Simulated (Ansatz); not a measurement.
# ClH3NOSi radical: how energies converge with the basis set

The task here is to estimate one member of a computed series from the others.

Program: Ansatz 0.2.0, Gaussian basis. Level of theory: one geometry, several basis sets. These are calculated values, not measurements.

Levels to be run: PBE0-D4/def2-SVP; ωB97M-V/def2-SVP; PBE0-D4/def2-QZVPP; ωB97M-V/def2-QZVPP; the functionals' def2-TZVPP values are taken from earlier runs.

## Structure used throughout

An earlier PBE0-D4 in a triple-zeta def2 set relaxation fixed the geometry.

SMILES `N[Si](O)Cl`, 7 atoms, charge 0, spin multiplicity 2.

Atoms are counted from 1 here; the program's logs count them from 0.

Bond lengths: N1–Si2 1.702 Å, N1–H5 1.007 Å, N1–H6 1.008 Å, Si2–O3 1.644 Å, Si2–Cl4 2.075 Å, O3–H7 0.959 Å. Angles: Si2–N1–H5 120.6°, Si2–N1–H6 120.0°, H5–N1–H6 112.6°, N1–Si2–O3 104.8°, N1–Si2–Cl4 106.6°, O3–Si2–Cl4 113.4°, Si2–O3–H7 116.2°.

Set-up of the first run:

Input file in.yaml:

```yaml
crystal:
  periodic: [false, false, false]
  atoms:
    - {symbol: N, position_ang: [-0.447466, 1.069777, 0.302650]}
    - {symbol: Si, position_ang: [0.431300, -0.174723, -0.456054]}
    - {symbol: O, position_ang: [0.600644, -1.333256, 0.697375]}
    - {symbol: Cl, position_ang: [-0.699560, -0.791500, -2.082633]}
    - {symbol: H, position_ang: [-0.895866, 1.786742, -0.243488]}
    - {symbol: H, position_ang: [-0.176115, 1.392687, 1.217838]}
    - {symbol: H, position_ang: [1.248363, -2.017726, 0.518612]}
basis:
  gaussian: {orbitals: def2-SVP}
magnetization: {spin_polarized: true, initial_magnetization: 1}
hamiltonian: {xc: pbe0, dispersion: d4}
output: {orbitals: {seedname: orbitals}}
```

Steps of the session up to this table: PBE0-D4 in def2-SVP; ωB97M-V in def2-SVP; PBE0-D4 in def2-QZVPP; ωB97M-V in def2-QZVPP.

One table of the session follows, with a row left open; its other results are not shown here.

| functional | basis | HOMO (eV) | LUMO (eV) |
| --- | --- | --- | --- |
| PBE0-D4 | def2-SVP | -5.54 | -1.87 |
| PBE0-D4 | def2-TZVPP | -5.77 | -2.02 |
| PBE0-D4 | def2-QZVPP | -5.84 | -2.13 |
| ωB97M-V | def2-SVP | ? | ? |
| ωB97M-V | def2-TZVPP | -7.55 | -0.47 |
| ωB97M-V | def2-QZVPP | -7.63 | -0.64 |

**Question.** Estimate the row for ωB97M-V, def2-SVP.

As computed: HOMO (eV): -7.31; LUMO (eV): -0.22. In the column «HOMO (eV)» it lies between ωB97M-V, def2-TZVPP (-7.55) and PBE0-D4, def2-QZVPP (-5.84).
